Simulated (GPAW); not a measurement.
NiAu3:

```
CELL_PARAMETERS angstrom
4.02817 0.00000 0.00000
0.00000 4.02817 0.00000
0.00000 0.00000 4.02817
ATOMIC_POSITIONS crystal
Au 0.50000 0.50000 0.00000
Au 0.00000 0.50000 0.50000
Au 0.50000 0.00000 0.50000
Ni 0.00000 0.00000 0.00000
```

The cell comes from a database or a generator and needn't be the stable form of this composition.

```yaml
Program: GPAW 26.7.0
Task: relaxation of cell and atoms
Functional: PBEsol
Potentials_or_basis: PAW data sets generated in the run's folder for this functional
Cutoff: 600 eV
Basis: pw
k_mesh: 5 × 5 × 5
Occupations: fermi-dirac, width 0.05 eV
Spin: collinear spin, ferromagnetic start
Starting_moments: "[0.0, 0.0, 0.0, 1.0] μB"
```

At the start: pressure -7.1 GPa; volume 16.34 Å³/atom.

Question: Where does the relaxation end?

Answer: Over 4 steps the energy falls by 16.5 meV/atom and the volume is 15.64 Å³/atom (-4.3 %); space group Pm-3m (No. 221, to 0.05 Å); moment 0.00 μB per cell.

The path:
```
step  energy change (eV)  largest force (eV/Å)  pressure (GPa)  volume (Å³)
   1              0.0000                0.0000           -7.14        65.36
   2             -0.0209                0.0000           -6.01        64.85
   3             -0.0656                0.0000            0.60        62.35
   4             -0.0660                0.0000           -0.04        62.57
```

Final structure:
```
Au Ni
1.0
     3.96990    0.00000    0.00000
     0.00000    3.96990    0.00000
     0.00000    0.00000    3.96990
Au Ni
3 1
Direct
  0.50000 0.50000 0.00000
  0.00000 0.50000 0.50000
  0.50000 0.00000 0.50000
  0.00000 0.00000 0.00000
```

Caveat: with this Au data set, volumes or pressures lay over 1.5 % or 2 GPa off other programs in two to four cells of ten; each step starts from the last one's moments, so a moment once lost doesn't come back; the stock nickel data set gives pressures a few GPa off other programs; later steps reuse the first step's grids.
